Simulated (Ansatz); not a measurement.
# CoCl+ (doublet): from Hartree-Fock to the top rungs, def2-QZVPP

An exercise on one series of results from a longer session: the logs are not shown, and one member is left open.

Program: Ansatz 0.2.0, Gaussian basis. Level of theory: def2-QZVPP, core rule «outside noble gas», up to 14 orbitals frozen. These are calculated values, not measurements.

To be run: UHF; ROHF; CCSD(T) on UHF.

2 further runs of the same task are left out: 2 set aside as unsound or not needed. Runs told in other sessions of the task aren't counted.

**The system**

The geometry is a PBE0/def2-TZVP stationary point (not a proven minimum) of the parent state, kept for this charge and spin.

2 atoms, charge 1, spin multiplicity 2.

Atoms are counted from 1 here; the program's logs count them from 0.

Bond lengths: Co1–Cl2 2.092 Å.

Set-up of the first run:

Input file in.yaml:

```yaml
crystal:
  periodic: [false, false, false]
  atoms:
    - {symbol: Co, position_ang: [0.000000, 0.000000, 0.000000]}
    - {symbol: Cl, position_ang: [0.000000, 0.000000, 2.092400]}
basis:
  gaussian: {orbitals: "def2-QZVPP.json"}
total_charge: 1
magnetization: {spin_polarized: true, initial_magnetization: 1}
hamiltonian: {xc: hf}
output: {orbitals: {seedname: orbitals}}
```

Started as:

```
> ansatz run in.yaml --threads 1 --pin off --events-out ev --progress --plain --max-ram 2816MiB --backend cpu
```

Among the steps run: UHF; ROHF; CCSD(T) on UHF.

One of the session's tables, all rows but one given; the rest of the session is left out.

It belongs to the step «Misses and costs». 

| method | from UCCSD(T) (meV) |
| --- | --- |
| ROHF | +15426.3 |
| UHF | +14183.9 |
| UMP2 | ? |
| UCCSD | +881.5 |
| UCCSD(T) | 0 |

Estimate the missing values for UMP2.

**Answer.** from UCCSD(T) (meV): +1776.5. In the column «from UCCSD(T) (meV)» it lies between UCCSD (+881.5) and UHF (+14183.9).

The program flags UCCSD(T) as in doubt (see the logs), so the zero of the table is itself unsure.

To keep in mind: The determinant of HF (⟨S²⟩ 1.76) is far from a pure spin state, so its energy mixes those of several spin states; that is harmless only where they are near-degenerate. The determinant of CCSD(T) (⟨S²⟩ 1.76) is far from a pure spin state, so its energy mixes those of several spin states; high orders of coupled cluster remove much of that, low ones don't. The program flags UCCSD(T) as in doubt, so the zero of the table is itself unsure. Warnings: spin contamination; coupled cluster took another determinant than the lowest.
